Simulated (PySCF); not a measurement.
# Cl6Pm ([PmCl6]3-): the cost of one run

Programs: PySCF 2.14.0, with routines of our own; each step states its level. All values are computed. Atoms count from 0.

## Step 1: The system as given

7 atoms, charge -3, states of the metal's open shell are computed; geometry from: model geometry, bond lengths from ionic radii.

## Step 2: Ligand-field states: state-averaged CASSCF in water

Job settings and geometry (Å):

```
{"job": {"kind": "lf", "basis": {"metal": "x2c-TZVPall", "ligand": "x2c-SVPall"}, "nevpt": false, "solvent": "water"}, "charge": -3, "metal": "Pm", "open_shell": "f4"}
Pm     0.000000     0.000000     0.000000
Cl     0.000000     0.000000     2.680000
Cl     0.000000     0.000000    -2.680000
Cl     2.680000     0.000000     0.000000
Cl    -2.680000     0.000000     0.000000
Cl     0.000000     2.680000     0.000000
Cl    -0.000000    -2.680000     0.000000
```

Level: state-averaged CASSCF of the metal f shell, state-interaction spin-orbit coupling.

Started as:

```bash
OMP_NUM_THREADS=1 python lf_run.py task.json out
```

This one command runs all jobs of the session in turn.

Q: Estimate the wall time and peak memory of this first job on 1 thread of Intel Xeon Platinum 8488C, shared host.

About 48 s, with a peak of 0.67 GiB.
